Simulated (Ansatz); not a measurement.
**GeH3S radical (SMILES [S][GeH3]): single points off equilibrium**

Aim: energy, forces and dipole at a structure displaced at random from a GFN2-xTB minimum, from several density functionals.

The runs use Ansatz 0.2.0, Gaussian basis; single points in def2-TZVPP.

Filled d shells of the heavier atoms are correlated. Orbitals are unrestricted.

1 further run of the same task is left out (it didn't finish).

**1. Starting geometry**

SMILES `[S][GeH3]`, 5 atoms, charge 0, spin multiplicity 2.

Atoms are counted from 1 here; the program's logs count them from 0.

Bond lengths: S1–Ge2 2.122 Å, Ge2–H3 1.597 Å, Ge2–H4 1.594 Å, Ge2–H5 1.514 Å. Angles: S1–Ge2–H3 103.2°, S1–Ge2–H4 105.7°, S1–Ge2–H5 120.0°, H3–Ge2–H4 110.8°, H3–Ge2–H5 102.4°, H4–Ge2–H5 114.1°.

As a file:

```xyz
5
GeH3S
S     1.3695   -0.1973    1.5128
Ge   -0.0092   -0.0082   -0.0886
H    -0.8906    1.2543    0.3371
H     0.8686    0.3231   -1.3778
H    -1.0587   -1.0757   -0.3130
```

**2. PBE0-D4/def2-TZVPP**

run/in.yaml

```yaml
crystal:
  periodic: [false, false, false]
  atoms:
    - {symbol: S, position_ang: [1.369500, -0.197300, 1.512800]}
    - {symbol: Ge, position_ang: [-0.009200, -0.008200, -0.088600]}
    - {symbol: H, position_ang: [-0.890600, 1.254300, 0.337100]}
    - {symbol: H, position_ang: [0.868600, 0.323100, -1.377800]}
    - {symbol: H, position_ang: [-1.058700, -1.075700, -0.313000]}
basis:
  gaussian: {orbitals: def2-TZVPP}
magnetization: {spin_polarized: true, initial_magnetization: 1}
hamiltonian: {xc: pbe0, dispersion: d4}
output: {forces: true, orbitals: {seedname: orbitals}}
```

On the command line:

```bash
> ansatz run in.yaml --threads 8 --pin off --events-out ev --progress --plain --max-ram 10444MiB
```

**3. wB97M-V/def2-TZVPP**

run/in.yaml, as its differences from that of step 2:

```diff
@@ -11,3 +11,3 @@
 magnetization: {spin_polarized: true, initial_magnetization: 1}
-hamiltonian: {xc: pbe0, dispersion: d4}
-output: {forces: true, orbitals: {seedname: orbitals}}
+hamiltonian: {xc: {name: wB97M-V}}
+output: {forces: true}
```

**4. r2SCAN-D4/def2-TZVPP**

run/in.yaml, as its differences from that of step 3:

```diff
@@ -11,3 +11,3 @@
 magnetization: {spin_polarized: true, initial_magnetization: 1}
-hamiltonian: {xc: {name: wB97M-V}}
+hamiltonian: {xc: r2scan, dispersion: d4}
 output: {forces: true}
```

**5. PBE-D4/def2-TZVPP**

run/in.yaml, as its differences from that of step 4:

```diff
@@ -11,3 +11,3 @@
 magnetization: {spin_polarized: true, initial_magnetization: 1}
-hamiltonian: {xc: r2scan, dispersion: d4}
+hamiltonian: {xc: pbe, dispersion: d4}
 output: {forces: true}
```

**6. CAM-B3LYP-D4/def2-TZVPP**

run/in.yaml, as its differences from that of step 5:

```diff
@@ -11,3 +11,3 @@
 magnetization: {spin_polarized: true, initial_magnetization: 1}
-hamiltonian: {xc: pbe, dispersion: d4}
+hamiltonian: {xc: {name: CAM-B3LYP}, dispersion: d4}
 output: {forces: true}
```

**7. r2SCANh-D4/def2-TZVPP**

run/in.yaml, as its differences from that of step 6:

```diff
@@ -11,3 +11,3 @@
 magnetization: {spin_polarized: true, initial_magnetization: 1}
-hamiltonian: {xc: {name: CAM-B3LYP}, dispersion: d4}
+hamiltonian: {xc: {name: r2SCANh}, dispersion: d4}
 output: {forces: true}
```

(Steps that only read results are left out.)

Q: Predict the outcome of this session. Wanted: RMS force component; HOMO and LUMO, PBE0-D4.

**Answer**, as computed:

```
              quantity                                 value
   RMS force component  0.662 to 0.789 eV/Å over the methods
HOMO and LUMO, PBE0-D4                    -7.29 and -4.53 eV
```

**Reading.** No sound CCSD(T) forces are at hand. Among the functionals the RMS force differs by up to 19 %.
